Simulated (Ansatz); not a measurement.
**CH₃BrOSi: one species, many methods**

Aim: compute CH₃BrOSi with functionals from several rungs and with coupled cluster. The yardstick is the atomisation energy at the CCSD(T) limit.

The runs use Ansatz 0.2.0, Gaussian basis; functionals in def2-TZVPP, the program's frozen cores in correlated methods.

Plan: LDA (SPW92), PBE-D4, revPBE-D4, BLYP-D4, r2SCAN-D4, B97M-V, PBE0-D4, B3LYP-D4, r2SCANh-D4, r2SCAN0-D4, HSE06-D4, BHLYP-D4, CAM-B3LYP-D4, LC-ωPBE, ωB97X-V, ωB97M-V, B2PLYP, PBE-QIDH; CCSD(T)/def2-SVP; CCSD(T)/def2-TZVPP; MP2/def2-QZVPP; extrapolation to the limit; RPA on PBE.

## 1. Structure used throughout

All runs share one geometry, relaxed beforehand with PBE0-D4 in a triple-zeta def2 set.

SMILES `O=C[SiH2]Br`, 7 atoms, charge 0, spin multiplicity 1.

Atoms are counted from 1 here; the program's logs count them from 0.

Bond lengths: O1–C2 1.203 Å, C2–Si3 1.926 Å, C2–H5 1.114 Å, Si3–Br4 2.218 Å, Si3–H6 1.480 Å, Si3–H7 1.480 Å. Angles: O1–C2–Si3 118.8°, O1–C2–H5 120.7°, Si3–C2–H5 120.6°, C2–Si3–Br4 109.2°, C2–Si3–H6 108.8°, C2–Si3–H7 108.8°, Br4–Si3–H6 109.4°, Br4–Si3–H7 109.4°, H6–Si3–H7 111.2°.

## 2. LDA

This LDA is Slater exchange with PW92 correlation.

File in.yaml:

```yaml
crystal:
  periodic: [false, false, false]
  atoms:
    - {symbol: O, position_ang: [-0.727801, 0.568760, -1.881893]}
    - {symbol: C, position_ang: [-0.503769, -0.261371, -1.040386]}
    - {symbol: Si, position_ang: [0.336285, 0.288523, 0.603590]}
    - {symbol: Br, position_ang: [0.631041, -1.486018, 1.900398]}
    - {symbol: H, position_ang: [-0.777378, -1.328390, -1.207391]}
    - {symbol: H, position_ang: [-0.547509, 1.257329, 1.290545]}
    - {symbol: H, position_ang: [1.650331, 0.893066, 0.289436]}
basis:
  gaussian: {orbitals: def2-TZVPP}
hamiltonian: {xc: lda}
output: {orbitals: {seedname: orbitals}}
```

Started as:

```console
$ ansatz run in.yaml --threads 2 --pin off --events-out ev --progress --plain --max-ram 4352MiB
```

After this run come: PBE-D4 (GGA); revPBE-D4 (GGA); BLYP-D4 (GGA); r2SCAN-D4 (meta-GGA); B97M-V (meta-GGA); B3LYP-D4 (hybrid); r2SCANh-D4 (hybrid); r2SCAN0-D4 (hybrid); HSE06-D4 (hybrid); BHLYP-D4 (hybrid); CAM-B3LYP-D4 (range-separated); LC-ωPBE (range-separated); ωB97X-V (range-separated); ωB97M-V (range-separated); B2PLYP (double hybrid); PBE-QIDH (double hybrid); CCSD(T) in def2-SVP; CCSD(T) in def2-TZVPP; MP2 in def2-QZVPP; RPA on PBE orbitals.

Before running them: what should the planned runs give, taken together? Wanted: atomisation energy, CCSD(T)/CBS; farthest beyond LDA; mean size of error, GGA; mean size of error, meta-GGA; mean size of error, hybrid; mean size of error, range-separated; mean size of error, double hybrid; gap, smallest and largest; T1 diagnostic.

As calculated:

```
                               quantity                                                                                                           value
        atomisation energy, CCSD(T)/CBS                                                                                                       25.296 eV
    functionals within 0.253 eV (1.0 %)  revPBE-D4, BLYP-D4, r2SCAN-D4, B97M-V, PBE0-D4, B3LYP-D4, r2SCANh-D4, HSE06-D4, CAM-B3LYP-D4, ωB97X-V, ωB97M-V
                    farthest beyond LDA                                                                                            BHLYP-D4 (-1.114 eV)
                mean size of error, GGA                                                                                                        0.250 eV
           mean size of error, meta-GGA                                                                                                        0.058 eV
             mean size of error, hybrid                                                                                                        0.398 eV
    mean size of error, range-separated                                                                                                        0.141 eV
      mean size of error, double hybrid                                                                                                        0.383 eV
              gap, smallest and largest                                                                       2.67 eV (LDA (SPW92)), 10.52 eV (LC-ωPBE)
                          T1 diagnostic                                                                                                          0.0120
triples share of the correlation energy                                                                                                           3.8 %
```

In words: The LDA atomisation energy is off by 3.757 eV (15 %): it overbinds. PBE-D4 is off by +0.499 eV. Double hybrids carry the basis error of their MP2 part in triple zeta, and no dispersion term here, so their miss is partly the set-up's. The rungs meta-GGA, range-separated, GGA miss on average by less than the doubt on the reference (0.253 eV), so they tie. Misses under about 0.253 eV are within the doubt on the reference itself, which lacks core-valence correlation, relativity and higher excitations, and its outer-core shells are covered unevenly. All levels share the lack of spin-orbit coupling, which lowers the free heavy atoms and so the true binding. Hartree-Fock recovers 70 % of the binding; the rest is correlation. CCSD(T) in def2-SVP is off by -1.717 eV, more than most functionals: a good method in a small basis is no reference. Orbital gaps span 2.7 to 10.5 eV; exact exchange widens them. Correlated methods include outer-core shells of Br, which these sets cover unevenly.
